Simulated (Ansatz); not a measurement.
The system is AlCo4.

```
CELL_PARAMETERS angstrom
1.28934 0.74440 9.97436
-1.28934 0.74440 9.97436
0.00000 -1.48880 9.97436
ATOMIC_POSITIONS crystal
Co 0.40114 0.40114 0.40114
Co 0.79968 0.79968 0.79968
Co 0.20032 0.20032 0.20032
Co 0.59886 0.59886 0.59886
Al 0.00000 0.00000 0.00000
```

The cell comes from a database or a generator and needn't be the stable form of this composition.

Alike in all runs: program Ansatz 0.2.0; functional PBEsol; potentials or basis Ansatz PAW; cutoff 420 eV (not typed: the program's choice for these potentials); k mesh 10 × 10 × 10; occupations fermi-dirac, width 0.05 eV.

Only the start or the spin constraint differs. Which run ends lowest in energy?
A. collinear spin, ferromagnetic start of up to 2 μB; fixed moment 8
B. collinear spin, ferromagnetic start of up to 0.5 μB; fixed moment 2
C. collinear spin, ferromagnetic start of up to 1.5 μB; fixed moment 6
D. collinear spin, ferromagnetic start of up to 1 μB; fixed moment 4
E. collinear spin, program default start; fixed moment 0
F. collinear spin, ferromagnetic start of up to 2.5 μB; fixed moment 10

C.

| start | free energy over the lowest (meV/atom) | net moment (μB) | site or absolute moments (μB) | gap |
| --- | --- | --- | --- | --- |
| collinear spin, ferromagnetic start of up to 1.5 μB; fixed moment 6 | 0.0 | 6.00 | Co +1.39, +1.76; Al -0.05 | - |
| collinear spin, ferromagnetic start of up to 2 μB; fixed moment 8 | 119.3 | 8.00 | Co +1.86, +2.09; Al +0.06 | - |
| collinear spin, ferromagnetic start of up to 1 μB; fixed moment 4 | 32.5 | 4.00 | Co +0.51, +1.63; Al -0.04 | - |
| collinear spin, program default start; fixed moment 0 | 117.9 | 0.00 | - | - |
| collinear spin, ferromagnetic start of up to 2.5 μB; fixed moment 10 | 532.0 | 10.00 | Co +2.23, +2.39; Al +0.22 | - |
| collinear spin, ferromagnetic start of up to 3 μB; fixed moment 12 | 1290.9 | 12.00 | Co +2.60, +2.65; Al +0.38 | - |
| collinear spin, ferromagnetic start of up to 4 μB; fixed moment 16 | 3894.0 | 16.00 | Co +3.24, +3.21; Al +0.73 | - |
| collinear spin, ferromagnetic start of up to 0.5 μB; fixed moment 2 | 68.3 | 2.00 | Co -0.54, +1.58; Al +0.00 | - |

All polarised runs hold their moment fixed, so the table maps the energy against it. A still lower state may exist.

Caveats: the total moment is fixed, so each spin has its own Fermi level; the starting moments weren't kept (some runs); forces of over 1 eV/Å show positions far from the minimum, so gaps and moduli don't describe the material at rest (some runs).
